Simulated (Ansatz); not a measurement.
Here is an Ansatz input file for BClFHS, SMILES FB(S)Cl. Write the same calculation for the Python package.

```yaml
crystal:
  periodic: [false, false, false]
  atoms:
    - { symbol: F, position_ang: [-0.8912, -1.0855, 1.1122] }
    - { symbol: B, position_ang: [-0.517, -0.0968, 0.0956] }
    - { symbol: S, position_ang: [0.9395, 1.0159, 0.4053] }
    - { symbol: Cl, position_ang: [-1.343, 0.0311, -1.5091] }
    - { symbol: H, position_ang: [1.8616, 0.0617, -0.1454] }
basis:
  gaussian: { orbitals: cc-pVTZ }
hamiltonian:
  xc: pbe
output:
  forces: true
```

The program run on that file:
```console
$ ansatz run input.yaml --threads 1 --pin off --max-ram 4096MiB --backend cpu --events-out ev --progress --plain --runs-dir out
Engine: ansatz 0.2.0, x86_64-unknown-linux-gnu
Functional definition: PBE
  parameter kappa = 0.804
  parameter beta = 0.06672455060314922
  exchange = pbe_x(kappa = kappa, mu = beta*pi^2/3)
  correlation = pbe_c(beta = beta)
959 factors; their error is unknown
mean field evaluation 1: about -26757.2066 eV, gradient 3.2e1 eV
mean field evaluation 2: about -26750.8982 eV, gradient 7.2e1 eV
mean field evaluation 4: about -26758.9683 eV, gradient 2.2e0 eV
mean field evaluation 8: about -26758.9818 eV, gradient 1.3e-1 eV
mean field evaluation 16: about -26758.9439 eV, gradient 4.6e-4 eV
mean field -26758.94389517 eV, -983.3730502839 hartree, gradient 4.9e-5 eV, S^2 0.000000; 0 other end points of the search recorded, 0 dependent functions left out
the calculation of the forces begins
reference -26758.94392822 eV, -983.3730514986 hartree; 24, 24 occupied and 118, 118 virtual orbitals, 959 factors
Total energy: -26758.94392822 eV, -983.3730514986 hartree
Atom 0 at    -0.891200    -1.085500     1.112200 Å, force     0.648999     2.685049    -3.025961 eV/Å
Atom 1 at    -0.517000    -0.096800     0.095600 Å, force    -0.508314    -2.128135     1.383443 eV/Å
Atom 2 at     0.939500     1.015900     0.405300 Å, force     0.776902    -1.093044    -0.371249 eV/Å
Atom 3 at    -1.343000     0.031100    -1.509100 Å, force     0.180559    -0.434798     1.406181 eV/Å
Atom 4 at     1.861600     0.061700    -0.145400 Å, force    -1.098145     0.970929     0.607586 eV/Å
Dipole moment:     0.164202     0.011838    -0.163308 e Å
```

`energy.py`:
```python
"""Single point of BClFHS in a Gaussian basis."""

import json
import warnings

import ansatz as az
import numpy as np

GEOMETRY = """
F    -0.89120   -1.08550    1.11220
B    -0.51700   -0.09680    0.09560
S     0.93950    1.01590    0.40530
Cl   -1.34300    0.03110   -1.50910
H     1.86160    0.06170   -0.14540
"""


def main() -> None:
    warnings.simplefilter("ignore", az.DeckWarning)

    geometry = az.Crystal.molecule()
    for line in GEOMETRY.strip().splitlines():
        symbol, *xyz = line.split()
        geometry = geometry.atom(symbol, [float(v) for v in xyz])

    model = geometry.calculation()
    model = model.basis(gaussian="cc-pVTZ").functional("pbe")
    model = model.forces()
    out = model.run()
    report = out.report

    for key in ("converged", "free_energy_ev", "reference_energy_ev", "n_frozen", "n_occupied", "n_virtual"):
        print(f"{key:22s} {report[key]}")

    field = report["mean_field"]
    print("<S^2> =", round(abs(field["state"]["spin_squared"]), 4), " relativity:", field["relativity"])
    print("passes:", field["passes"])
    if "symmetry" in field:
        print("occupied orbitals by irrep:", field["symmetry"]["occupied"])

    symbols = [site.symbol for site in geometry.cartesian_sites]
    print("forces (eV/A)")
    for symbol, f in zip(symbols, report["forces_ev_ang"]):
        print(f"  {symbol:2s} {f[0]:9.4f} {f[1]:9.4f} {f[2]:9.4f}")

    charges = report["charge_distribution"]
    print("dipole moment", round(4.803205 * float(np.linalg.norm(charges["dipole_moment_e_ang"])), 3), "D")
    print("Mulliken:", [(s, round(q, 3)) for s, q in zip(symbols, charges["mulliken_charges_e"])])
    with open("bclfhs.json", "w") as handle:
        json.dump({k: report[k] for k in ("free_energy_ev", "reference_energy_ev", "n_occupied", "n_virtual")}, handle, indent=1)


if __name__ == "__main__":
    main()
```

```console
$ python energy.py
converged              True
free_energy_ev         -26758.943928224377
reference_energy_ev    -26758.943928224377
n_frozen               0
n_occupied             [24, 24]
n_virtual              [118, 118]
<S^2> = 0.0  relativity: none
passes: {'evaluations': 16, 'products': 12}
occupied orbitals by irrep: [{'A': 24}, {'A': 24}]
forces (eV/A)
  F     0.6490    2.6850   -3.0260
  B    -0.5083   -2.1281    1.3834
  S     0.7769   -1.0930   -0.3712
  Cl    0.1806   -0.4348    1.4062
  H    -1.0981    0.9709    0.6076
dipole moment 1.114 D
Mulliken: [('F', -0.191), ('B', 0.268), ('S', -0.13), ('Cl', -0.055), ('H', 0.108)]
```

Reading the output:
- These settings explore the input space; basis and method may be short of convergence.
- The geometry is a force-field or estimated start, not a minimum of this method, and the basis set is short of its limit.
- Wall time of the script: 2.4 s on 1 thread of Intel(R) Xeon(R) 6975P-C (Granite Rapids), with other jobs on the host, peak memory 0.23 GiB.

(Lines on the test bed's own set-up are left out of the output.)
